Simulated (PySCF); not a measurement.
The system is NCOH, in a box.

```xyz
4
Lattice="12.0000 0.0000 0.0000 0.0000 11.0000 0.0000 0.0000 0.0000 10.0000" Properties=species:S:1:pos:R:3 pbc="T T T"
N     6.5394    5.0152    4.6310
C     5.5721    5.5668    5.1000
O     4.5726    6.0512    5.4370
H     7.4534    4.9908    5.0464
```

Base run:

```yaml
Program: PySCF 2.14.0
Functional: wB97X
Potentials_or_basis: def2-svp (all-electron)
k_mesh: 1 × 1 × 1
Occupations: fixed
Spin: no spin polarisation
```

Its results: gap between the frontier levels 13.98 eV.

Q: The run is repeated on the same cell with these changes: functional from wB97X to LDA. What comes out?

A: Gap between the frontier levels 6.52 eV.

wB97X gives the wider gap, since exact exchange removes part of the self-interaction.

Caveats: this is a molecule in a periodic box at the Γ point, so its band gap is the HOMO-LUMO gap; the basis of atomic orbitals isn't converged, which shifts pressures, moduli and gaps.

A k mesh can miss the band edges.

Not every run made on this cell is shown here.
